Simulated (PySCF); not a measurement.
# [PrH2]2+: other functionals and bases at one geometry

The task here is to estimate one member of a computed series from the others.

Method: several levels, as the steps say, no spin–orbit coupling; program: PySCF 2.14.0.

1 further run of the same task is left out (for a known fault of the program).

## The starting structure

3 atoms, charge 2, spin multiplicity 1.

Bond lengths: Pr1–H2 1.864 Å, Pr1–H3 1.864 Å. Angles: H2–Pr1–H3 115.4°.

As a file:

```xyz
3

Pr    0.00000    0.00000   -0.09522
H     1.57568    0.00000    0.90126
H    -1.57568    0.00000    0.90126
```

Formal oxidation states: Pr +4. Each metal's 1 4f electrons lie in its core potential, so multiplicities, spins and levels count the valence alone. An earlier session relaxed this geometry at PBE0, Pr lcecp-2-SVP with ECP47, H def2-SVP (singlet, point group C2v).

At PBE0 on the finer grid: E = -39.583131 Eh, frontier levels not given, since the 4f levels lie in the core, Mulliken charge on Pr1 +1.87 e, largest force component 0.001 eV/Å. 

Levels to run: CAM-B3LYP; r2SCAN; PBE0, TZVP. Hardware: 2 threads of Arm Neoverse V2, shared host.

The first run:

Input file run.py (the lines that set the calculation):

```python
mol = gto.M(atom='''
Pr     0.00000     0.00000    -0.09522
H      1.57568     0.00000     0.90126
H     -1.57568     0.00000     0.90126''',
    basis={'Pr': 'lcecp-2-SVP', 'H': 'def2-SVP'},
    ecp={'Pr': 'lcecp-2-SVP'},
    charge=2, spin=0)
mf = dft.RKS(mol, xc='CAMB3LYP')
mf.grids.atom_grid = (75, 302)  # f atoms: unpruned, at least (60, 302)
mf = mf.density_fit()  # fitting sets: Pr AutoAux, H def2-universal-JKFIT
mf.conv_tol = 1e-08; mf.max_cycle = 55
mf.kernel(dm0)  # dm0: the density of the relaxed state
```

Launch:

```
$ OMP_NUM_THREADS=2 python run.py
```

Among the steps run: CAM-B3LYP; r2SCAN; PBE0, TZVP.

One of the session's tables, all rows but one given; the rest of the session is left out.

| level | charge on Pr1 (e) | dipole (D) | largest force component (eV/Å) |
| --- | --- | --- | --- |
| PBE0 (relaxed here) | 1.87 | 1.41 | 0.00 |
| CAM-B3LYP | 1.89 | 1.61 | 0.08 |
| r2SCAN | ? | ? | ? |
| PBE0, TZVP | 1.88 | 1.67 | 0.07 |

Estimate the missing values for r2SCAN.

The run gave: charge on Pr1 (e): 1.89; dipole (D): 1.40; largest force component (eV/Å): 0.17.

The dipole of a charged species depends on the origin, so these sizes hold for this origin alone.

The largest leftover force, 0.17 eV/Å with r2SCAN, stands at a geometry relaxed at another level. With 4f in the core, its levels are missing from HOMO and gap, and its count is fixed, so no charge can pass from the ligands into it. Total energies of different levels can't be compared.
